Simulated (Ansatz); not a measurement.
# GeH6O2Si: one species, many methods

How much do the methods differ for GeH6O2Si? The plan is to run it at one geometry with functionals of several rungs and with coupled cluster. The yardstick is the atomisation energy at the CCSD(T) limit.

Computed with Ansatz 0.2.0, Gaussian basis. Level: functionals in def2-TZVPP, the program's frozen cores in correlated methods.

Levels to be run: LDA (SPW92), PBE-D4, revPBE-D4, BLYP-D4, r2SCAN-D4, B97M-V, PBE0-D4, B3LYP-D4, r2SCANh-D4, r2SCAN0-D4, HSE06-D4, BHLYP-D4, CAM-B3LYP-D4, LC-ωPBE, ωB97X-V, ωB97M-V, B2PLYP, PBE-QIDH; CCSD(T)/def2-SVP; CCSD(T)/def2-TZVPP; MP2/def2-QZVPP; extrapolation to the limit; RPA on PBE.

**1. The geometry**

An earlier PBE0-D4 in a triple-zeta def2 set relaxation fixed the geometry.

SMILES `O[SiH2][O][GeH3]`, 10 atoms, charge 0, spin multiplicity 1.

Atoms are counted from 1 here; the program's logs count them from 0.

Bond lengths: O1–Si2 1.644 Å, O1–H5 0.958 Å, Si2–O3 1.628 Å, Si2–H6 1.484 Å, Si2–H7 1.482 Å, O3–Ge4 1.779 Å, Ge4–H8 1.536 Å, Ge4–H9 1.533 Å, Ge4–H10 1.538 Å. Angles: Si2–O1–H5 117.7°, O1–Si2–O3 112.9°, O1–Si2–H6 110.7°, O1–Si2–H7 104.1°, O3–Si2–H6 106.1°, O3–Si2–H7 110.8°, H6–Si2–H7 112.4°, Si2–O3–Ge4 133.2°, O3–Ge4–H8 108.0°, O3–Ge4–H9 105.7°, O3–Ge4–H10 108.6°, H8–Ge4–H9 111.4°, H8–Ge4–H10 111.2°, H9–Ge4–H10 111.7°.

**2. LDA**

This LDA is Slater exchange with PW92 correlation.

in.yaml reads:

```yaml
crystal:
  periodic: [false, false, false]
  atoms:
    - {symbol: O, position_ang: [-0.957040, 0.534300, -1.837007]}
    - {symbol: Si, position_ang: [-0.269605, 1.230989, -0.516561]}
    - {symbol: O, position_ang: [-0.183595, 0.224079, 0.759396]}
    - {symbol: Ge, position_ang: [0.677685, -1.306086, 1.047303]}
    - {symbol: H, position_ang: [-1.897208, 0.352534, -1.805933]}
    - {symbol: H, position_ang: [-1.065332, 2.399374, -0.065179]}
    - {symbol: H, position_ang: [1.086134, 1.615816, -0.975918]}
    - {symbol: H, position_ang: [-0.234980, -2.455391, 0.594712]}
    - {symbol: H, position_ang: [0.937524, -1.358047, 2.557236]}
    - {symbol: H, position_ang: [1.989317, -1.288868, 0.244948]}
basis:
  gaussian: {orbitals: def2-TZVPP}
hamiltonian: {xc: lda}
output: {orbitals: {seedname: orbitals}}
```

Started as:

```
ansatz run in.yaml --threads 4 --pin off --events-out ev --progress --plain --max-ram 10444MiB
```

Further steps of the session: PBE-D4 (GGA); revPBE-D4 (GGA); BLYP-D4 (GGA); r2SCAN-D4 (meta-GGA); B97M-V (meta-GGA); B3LYP-D4 (hybrid); r2SCANh-D4 (hybrid); r2SCAN0-D4 (hybrid); HSE06-D4 (hybrid); BHLYP-D4 (hybrid); CAM-B3LYP-D4 (range-separated); LC-ωPBE (range-separated); ωB97X-V (range-separated); ωB97M-V (range-separated); B2PLYP (double hybrid); PBE-QIDH (double hybrid); CCSD(T) in def2-SVP; CCSD(T) in def2-TZVPP; MP2 in def2-QZVPP; RPA on PBE orbitals.

**Question.** What will the summary of the whole plan be? Wanted: atomisation energy, CCSD(T)/CBS; farthest beyond LDA; mean size of error, GGA; mean size of error, meta-GGA; mean size of error, hybrid; mean size of error, range-separated; mean size of error, double hybrid; gap, smallest and largest; T1 diagnostic.

As calculated:

| quantity | value |
| --- | --- |
| atomisation energy, CCSD(T)/CBS | 3361.5 kJ/mol |
| functionals within 33.6 kJ/mol (1.0 %) | r2SCAN-D4, B97M-V, CAM-B3LYP-D4, ωB97X-V, ωB97M-V |
| farthest beyond LDA | revPBE-D4 (-126.5 kJ/mol) |
| mean size of error, GGA | 79.2 kJ/mol |
| mean size of error, meta-GGA | 19.5 kJ/mol |
| mean size of error, hybrid | 83.6 kJ/mol |
| mean size of error, range-separated | 30.9 kJ/mol |
| mean size of error, double hybrid | 73.0 kJ/mol |
| gap, smallest and largest | 6.07 eV (LDA (SPW92)), 13.58 eV (LC-ωPBE) |
| T1 diagnostic | 0.0119 |
| triples share of the correlation energy | 3.3 % |

The LDA atomisation energy is off by 404.8 kJ/mol (12 %): it overbinds. PBE-D4 misses by -48.1 kJ/mol. Double hybrids carry the basis error of their MP2 part in triple zeta, and no dispersion term here, so their miss is partly the set-up's. The rungs meta-GGA, range-separated miss on average by less than the doubt on the reference (33.6 kJ/mol), so they tie. The reference freezes the cores and leaves out relativity and excitations past (T), and its outer-core shells are covered unevenly, so misses under about 33.6 kJ/mol can't be ranked. Hartree-Fock recovers 72 % of the binding; the rest is correlation. CCSD(T) in def2-SVP is off by -277.0 kJ/mol, worse than the median functional, from the basis alone. Orbital gaps span 6.1 to 13.6 eV; exact exchange widens them. Correlated methods include outer-core shells of Ge, which these sets cover unevenly.
